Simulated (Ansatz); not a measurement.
# UPBE0/cc-pVDZ run of SiHCl2O2 (SMILES [O][Si](O)(Cl)Cl)

What is the electronic atomisation energy of SiHCl2O2 at UPBE0/cc-pVDZ? 

The calculation is run with Ansatz 0.2.0.

58 further runs of the same task are left out: 7 that didn't finish, 51 set aside as unsound or not needed. Runs told in other sessions of the task aren't counted.

**1. The molecule**

The species is SiHCl2O2 (6 atoms), meant as a doublet with charge 0. As SMILES, `[O][Si](O)(Cl)Cl`. Geometry: relaxed at PBE0-D4/def2-TZVP. This is one conformer, not always the lowest.

Bond lengths: O1–Si2 1.648 Å, Si2–O3 1.616 Å, Si2–Cl4 2.015 Å, Si2–Cl5 2.031 Å, O3–H6 0.960 Å. Angles: O1–Si2–O3 113.7°, O1–Si2–Cl4 113.2°, O1–Si2–Cl5 98.7°, O3–Si2–Cl4 105.7°, O3–Si2–Cl5 114.0°, Cl4–Si2–Cl5 111.7°, Si2–O3–H6 117.6°.

**2. The energy at UPBE0/cc-pVDZ**

Input file input.yaml:

```yaml
crystal:
  periodic: [false, false, false]
  atoms:
    - {symbol: O, position_ang: [-1.226100, 0.180900, 1.211600]}
    - {symbol: Si, position_ang: [-0.270900, 0.041200, -0.123700]}
    - {symbol: O, position_ang: [1.051900, -0.855800, 0.114900]}
    - {symbol: Cl, position_ang: [-1.218400, -0.789200, -1.696000]}
    - {symbol: Cl, position_ang: [0.111400, 2.012000, -0.434200]}
    - {symbol: H, position_ang: [1.594100, -0.653200, 0.881200]}
basis:
  gaussian: {orbitals: cc-pVDZ}
hamiltonian: {xc: pbe0}
output: {orbitals: {seedname: orbitals}}
magnetization: {spin_polarized: true, initial_magnetization: 1}
accuracy: high
```

The run is started by

```bash
$ ansatz run input.yaml --threads 1 --pin off --max-ram 3480MiB --events-out events.jsonl --progress --plain --runs-dir runs
```

The log of the run:

```text
Warning: RAYON_NUM_THREADS=1 ignored (pool sized by the plan → 1); use --threads N
Functional definition: PBE0
  name "PBE0"
  parameter a = 0.25
  parameter kappa = 0.804
  parameter beta = 0.06672455060314922
  exchange = (1 - a)*pbe_x(kappa = kappa, mu = beta*pi^2/3) + a*exact_x
  correlation = pbe_c(beta = beta)
1913 factors; integrals over basis functions are off by at most 3.6e-9 eV
mean field evaluation 1: about -37006.7536 eV, gradient 5.3e1 eV
mean field evaluation 2: about -36904.3978 eV, gradient 1.3e2 eV
mean field evaluation 4: about -37017.8877 eV, gradient 2.3e1 eV
mean field evaluation 8: about -37020.2110 eV, gradient 7.0e-1 eV
mean field evaluation 16: about -37020.4069 eV, gradient 8.2e-2 eV
mean field evaluation 32: about -37020.4110 eV, gradient 2.4e-4 eV
mean field -37020.41098506 eV, -1360.4750103651 hartree, gradient 6.8e-8 eV, S^2 0.753284; 2 other end points of the search recorded, 0 dependent functions left out
reference -37020.41098725 eV, -1360.4750104455 hartree; 33, 32 occupied and 54, 55 virtual orbitals, 1913 factors
Total energy: -37020.41098725 eV, -1360.4750104455 hartree
```

Run time: 30 s. Hardware: 1 thread of Arm Neoverse V2, shared host; peak memory 0.49 GiB.

**3. The Cl atom, same level**

Input file molecule.yaml:

```yaml
crystal:
  periodic: [false, false, false]
  atoms:
    - {symbol: Cl, position_ang: [0.000000, 0.000000, 0.000000]}
basis:
  gaussian: {orbitals: cc-pVDZ}
magnetization: {spin_polarized: true, initial_magnetization: 1}
hamiltonian: {xc: pbe0}
accuracy: high
```

Run the same way, it converges to -459.99033 Eh (log not shown).

**4. The H atom at the same level**

Input file run.yaml:

```yaml
crystal:
  periodic: [false, false, false]
  atoms:
    - {symbol: H, position_ang: [0.000000, 0.000000, 0.000000]}
basis:
  gaussian:
    orbitals: cc-pVDZ
magnetization:
  spin_polarized: true
  initial_magnetization: 1
hamiltonian:
  xc: pbe0
accuracy: high
total_charge: 0
```

Run the same way, it converges to -0.50029 Eh (log not shown).

**5. The O atom**

Input file input.yaml:

```yaml
crystal:
  periodic: [false, false, false]
  atoms:
    - {symbol: O, position_ang: [0.000000, 0.000000, 0.000000]}
basis:
  gaussian:
    orbitals: cc-pVDZ
magnetization:
  spin_polarized: true
  initial_magnetization: 2
hamiltonian:
  xc: {name: PBE0}
accuracy: high
```

Run the same way, it converges to -74.99304 Eh (log not shown).

**6. The Si atom at the same level**

Input file in.yaml:

```yaml
basis:
  gaussian: {orbitals: cc-pVDZ}
crystal:
  periodic: [false, false, false]
  atoms:
    - {symbol: Si, position_ang: [0.000000, 0.000000, 0.000000]}
accuracy: high
magnetization: {spin_polarized: true, initial_magnetization: 2}
hamiltonian: {xc: pbe0}
```

Run the same way, it converges to -289.24736 Eh (log not shown).

**7. Outcome**

Level: UPBE0/cc-pVDZ.

| quantity | value |
| --- | --- |
| molecule: total energy | -1360.47501 Eh |
| molecule: HOMO energy (highest over α and β) | -9.22 eV |
| molecule: LUMO energy (lowest over α and β) | -5.12 eV |
| molecule: ⟨S²⟩ | 0.753 |
| Cl atom: total energy | -459.99033 Eh |
| Cl atom: ⟨S²⟩ | 0.752 |
| H atom: total energy | -0.50029 Eh |
| H atom: ⟨S²⟩ | 0.750 |
| O atom: total energy | -74.99304 Eh |
| O atom: ⟨S²⟩ | 2.002 |
| Si atom: total energy | -289.24736 Eh |
| Si atom: ⟨S²⟩ | 2.004 |
| electronic atomisation energy | 20.698 eV |

**Reading.** Taking the molecule apart into free atoms costs 20.70 eV (1997 kJ/mol), before zero-point energy and without spin-orbit coupling.
